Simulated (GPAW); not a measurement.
As2S:

```
As S
1.0
    -3.50648    3.50648    2.48592
     3.50648   -3.50648    2.48592
     3.50648    3.50648   -2.48592
As S
4 2
Cartesian
  -1.7532 3.5065 1.8644
  1.7532 3.5065 1.8644
  0.0000 1.7532 0.6215
  0.0000 5.2597 0.6215
  3.5065 0.0000 1.2430
  0.0000 0.0000 2.4859
```

The cell comes from a database or a generator and needn't be the stable form of this composition.

Base run:

```yaml
Program: GPAW 26.7.0
Functional: PBE
Potentials_or_basis: GPAW PAW data sets (gpaw-data 1.2.1)
Cutoff: 600 eV
Basis: pw
k_mesh: 5 × 5 × 5
Occupations: fermi-dirac, width 0.05 eV
Spin: no spin polarisation
```

Its results: pressure 0.4 GPa.

Problem. The run is repeated on the same cell with these changes: functional from PBE to r2SCAN. What comes out?

Solution. Pressure -1.3 GPa.

Caveats: the PAW data sets were made with another functional, which shifts forces and pressure a little (some runs).

Not every run made on this cell is shown here.
